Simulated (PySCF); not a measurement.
# SeH+: from the state search to spectroscopic constants

One job finds the state of SeH+, follows it along the bond with each method and fits the curves.

The runs use PySCF 2.14.0; H pcseg-1, Se pcseg-1, no relativity.

## (1) The job

A driver script around PySCF takes these settings:

- atoms: H, Se
- charge: 1
- basis: H pcseg-1, Se pcseg-1
- Hamiltonian: no relativity
- basis functions: 32
- electrons treated: 34
- masses in u: 1.0078, 79.9165
- levels: PBE0, PBE, r²SCAN, TPSSh, B97-3, M06-2X, HSE06, HF, MP2, SCS-MP2, CCSD, CCSD(T)
- grid: 80 radial by 434 angular points
- occupations: held fixed by the projection of orbital angular momentum
- dissociation limit: H + Se+, each in its ground configuration
- starting distance in angstrom: 1.535
- values of 2S to try: 0, 2, 4

Command:

```sh
> OMP_NUM_THREADS=1 python dia.py task.json out
```

The runs that follow: PBE0 along the bond; Other states along the same grid; PBE; r²SCAN (meta-GGA); TPSSh (hybrid meta-GGA); B97-3 (global hybrid GGA); M06-2X; HSE06; UHF (mean field); Correlated methods on the Hartree–Fock reference.

Before running it: what results should come out? Wanted: for each run, Re; ωe; De; μ.

**Answer**, as computed:

Lowest PBE0 solution found, without spin–orbit coupling: ³Σ⁻ (triplet), unpaired electrons π ↑↑. State 2 has its PBE0 minimum 0.46 eV higher, as a spin-mixed determinant (⟨S²⟩ = 1.01), so this is no gap between pure states. The other levels ran on the lowest alone.

```
      level  Re (Å)  ωe (cm⁻¹)  De (eV)  μ (D)
        UHF   1.473       2486     2.17  -1.40
    UHF-MP2   1.484       2392     2.74    n/a
UHF-SCS-MP2   1.485       2387     2.81    n/a
   UHF-CCSD   1.493       2319     2.86    n/a
UHF-CCSD(T)   1.494       2307     2.89    n/a
        PBE   1.512       2254     3.33  -1.29
     r²SCAN   1.495       2334     3.37  -1.35
      TPSSh   1.496       2336     3.41  -1.29
       PBE0   1.495       2349     3.26  -1.33
      B97-3   1.497       2339     3.31  -1.33
      HSE06   1.497       2344     3.29  -1.32
     M06-2X   1.492       2361     3.14  -1.40
```

De is counted to H + Se+ in their ground configurations. A positive dipole points from H to Se; in an ion it is taken about the centre of mass and does not tell which atom is negative.

Differences from CCSD(T) in the same basis:

```
      level  Re (mÅ)  ωe (%)
        UHF      -21    +7.8
    UHF-MP2      -11    +3.7
UHF-SCS-MP2       -9    +3.5
   UHF-CCSD       -2    +0.5
        PBE      +18    -2.3
     r²SCAN       +1    +1.2
      TPSSh       +2    +1.3
       PBE0       +1    +1.9
      B97-3       +3    +1.4
      HSE06       +2    +1.6
     M06-2X       -2    +2.4
```

In words: Judged by CCSD(T) in the same basis: best bond length r²SCAN and PBE0 (+1 mÅ), worst UHF (-21 mÅ); best wavenumber UHF-CCSD (+0.5 %), worst UHF (+7.8 %). Hartree–Fock falls on the short and stiff side, its usual fault. PBE has the long and soft bond that GGAs tend to give. CCSD(T) in a basis this small is itself some way from its limit, more so than the functionals. Of the levels with a De here, UHF gives the least (2.17 eV) and TPSSh the most (3.41 eV).

Correlated steps freeze 9 core orbitals.
